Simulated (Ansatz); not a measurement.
# Rh: energy and stress against strain

This session takes Rh and sets out to see how energy and stress answer to the strain pattern (0, 0, 0, 0, 0, 1).

Computed with Ansatz 0.2.0 (DFT PBEsol, scalar-relativistic, plane waves, PAW, unless a step's input says otherwise).

## (1) The system as given

Symmetry: P6_3/mmc, No. 194, hexagonal system. The conventional cell has a = 2.731 Å, b = 2.731 Å, c = 4.428 Å, α = 90.00°, β = 90.00°, γ = 120.00°. Rh (site symmetry -6m2) has 12 Rh at 2.72 to 2.73 Å as nearest neighbours.

Coordinates:

```cif
data_structure
_symmetry_space_group_name_H-M 'P 1'
_symmetry_Int_Tables_number 1
_cell_length_a 2.7310
_cell_length_b 2.7310
_cell_length_c 4.4285
_cell_angle_alpha 90.000
_cell_angle_beta 90.000
_cell_angle_gamma 120.000
_cell_volume 28.60
loop_
_atom_site_label
_atom_site_type_symbol
_atom_site_fract_x
_atom_site_fract_y
_atom_site_fract_z
_atom_site_occupancy
Rh1 Rh 0.66667 0.33333 0.75000 1
Rh2 Rh 0.33333 0.66667 0.25000 1
```

It goes back to an entry of the Materials Project, which need not be the stable form.

The cell is taken as given, not relaxed at this level.

## (2) The reference cell

Reference values: F = -12677.3612 eV; pressure -13.68 GPa; largest force 0.000 eV/Å; gap on the mesh none (metal). It was computed beforehand with the settings of the runs below.

## (3) Setting up energy and stress against strain

The cell is strained by ε times the Voigt pattern (0, 0, 0, 0, 0, 1) (xx, yy, zz, yz, xz, xy; engineering shear), with fractional coordinates fixed (clamped ions). The stress on the pattern is the sum of the stress components weighted by it, tension positive.

## (4) At ε = -0.0400

input.yaml

```yaml
crystal:
  lattice:
    - [2.7309790422, -0.0546195808, 0.0]
    - [-1.4127914657, 2.3924070182, 0.0]
    - [0.0, 0.0, 4.428489]
  atoms:
    - { symbol: Rh, position: [0.6666666667, 0.3333333333, 0.75] }
    - { symbol: Rh, position: [0.3333333333, 0.6666666667, 0.25] }
basis:
  ecutwfc: 420
kpoints:
  mp_grid: { grid: [18, 18, 12] }
hamiltonian:
  xc: pbesol
scf:
  occupations: { method: gaussian, width: 0.15 }
output:
  forces: true
  stress: true
  eigenvalues: true
```

Started as:

```sh
$ ansatz run input.yaml --threads 1 --pin off --max-ram 2560MiB --backend cpu --events-out ev --progress --plain --runs-dir out
```

## (5) Point ε = 0.0300

input.yaml: that of step 4 with these lines changed.

```diff
@@ -2,4 +2,4 @@
   lattice:
-    - [2.7309790422, -0.0546195808, 0.0]
-    - [-1.4127914657, 2.3924070182, 0.0]
+    - [2.7309790422, 0.0409646856, 0.0]
+    - [-1.3300130627, 2.344614885, 0.0]
     - [0.0, 0.0, 4.428489]
```

## (6) Point ε = -0.0200

input.yaml: that of step 5 with these lines changed.

```diff
@@ -2,4 +2,4 @@
   lattice:
-    - [2.7309790422, 0.0409646856, 0.0]
-    - [-1.3300130627, 2.344614885, 0.0]
+    - [2.7309790422, -0.0273097904, 0.0]
+    - [-1.3891404934, 2.378752123, 0.0]
     - [0.0, 0.0, 4.428489]
```

## (7) At ε = 0.0100

input.yaml: that of step 6 with these lines changed.

```diff
@@ -2,4 +2,4 @@
   lattice:
-    - [2.7309790422, -0.0273097904, 0.0]
-    - [-1.3891404934, 2.378752123, 0.0]
+    - [2.7309790422, 0.0136548952, 0.0]
+    - [-1.353664035, 2.3582697802, 0.0]
     - [0.0, 0.0, 4.428489]
```

## (8) At ε = 0.0350

input.yaml: that of step 7 with these lines changed.

```diff
@@ -2,4 +2,4 @@
   lattice:
-    - [2.7309790422, 0.0136548952, 0.0]
-    - [-1.353664035, 2.3582697802, 0.0]
+    - [2.7309790422, 0.0477921332, 0.0]
+    - [-1.3241003196, 2.3412011612, 0.0]
     - [0.0, 0.0, 4.428489]
```

## (9) Point ε = 0.0250

input.yaml: that of step 8 with these lines changed.

```diff
@@ -2,4 +2,4 @@
   lattice:
-    - [2.7309790422, 0.0477921332, 0.0]
-    - [-1.3241003196, 2.3412011612, 0.0]
+    - [2.7309790422, 0.034137238, 0.0]
+    - [-1.3359258058, 2.3480286088, 0.0]
     - [0.0, 0.0, 4.428489]
```

## (10) ε = 0.0150

input.yaml: that of step 9 with these lines changed.

```diff
@@ -2,4 +2,4 @@
   lattice:
-    - [2.7309790422, 0.034137238, 0.0]
-    - [-1.3359258058, 2.3480286088, 0.0]
+    - [2.7309790422, 0.0204823428, 0.0]
+    - [-1.3477512919, 2.3548560564, 0.0]
     - [0.0, 0.0, 4.428489]
```

## (11) ε = 0.0050

input.yaml: that of step 10 with these lines changed.

```diff
@@ -2,4 +2,4 @@
   lattice:
-    - [2.7309790422, 0.0204823428, 0.0]
-    - [-1.3477512919, 2.3548560564, 0.0]
+    - [2.7309790422, 0.0068274476, 0.0]
+    - [-1.359576778, 2.361683504, 0.0]
     - [0.0, 0.0, 4.428489]
```

(Steps that only read results are left out.)

**Question.** What will these runs give? Wanted: slope of the stress at ε = 0, from the points at -0.0200, 0 and 0.0050.

The runs gave:

| quantity | value |
| --- | --- |
| slope of the stress at ε = 0, from the points at -0.0200, 0 and 0.0050 | 132 GPa |

What this shows: The slope of the stress at zero strain, 132 GPa, estimates C66 with clamped ions in this Cartesian frame; letting the atoms relax could not make it stiffer. The reference stands under -13.7 GPa, so this is no zero-stress constant. The undisturbed cell stays the lowest of the sampled points.
